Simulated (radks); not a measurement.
**Ag in [Kr] 4d10 5s0.75 6s0.25: an all-electron calculation**

Aim: the levels, the sizes of the orbitals and the parts of the energy of neutral silver.

Program: radks (a radial shooting solver on a logarithmic mesh, Libxc functionals) version 1. Level of theory: Dirac Kohn-Sham, Wu-Cohen GGA, spin-unpolarised, spherical densities, finite nucleus. These are calculated values, not measurements, unless marked.

### Step 1. What is computed

| Property | Result |
| --- | --- |
| element | silver (Z = 47) |
| charge | 0 |
| electrons | 47 |
| configuration | [Kr] 4d10 5s0.75 6s0.25 |
| nuclear rms radius | 4.5454 fm |

### Step 2. The calculation

Settings of this run:

```text
Z 47
configuration [Kr] 4d10 5s0.75 6s0.25 5p0 5d0 7s0
relativity Dirac
functional wc,pbe
spin unpolarised
j_filling energy
nucleus finite rms 4.5454 fm
c 137.035999084
```

On the command line:

```
$ python run_ks.py task.json out
```

This one command runs every case of the session in turn.

**Question.** What will this run give?

The runs gave:

| quantity | value |
| --- | --- |
| total energy | -5316.38801 hartree |
| exchange-correlation share of it | 2.80 % |
| −T/E | 1.0465 |
| highest occupied level | 6s1/2, -0.655 eV |
| most extended occupied level | 6s1/2, <r> = 12.0 bohr |
| radius at density 0.001 e/bohr³ | 4.08 bohr |
| maxima of the radial density | 5 |

What this shows: 6 principal shells are occupied and 5 maxima appear in the radial density; where shells overlap, one shows as a shoulder or not at all. Relativity lifts −T/E to 1.046. This is not the tabulated ground configuration, so its levels and sizes aren't those of the ground state, and no measured value stands beside it.
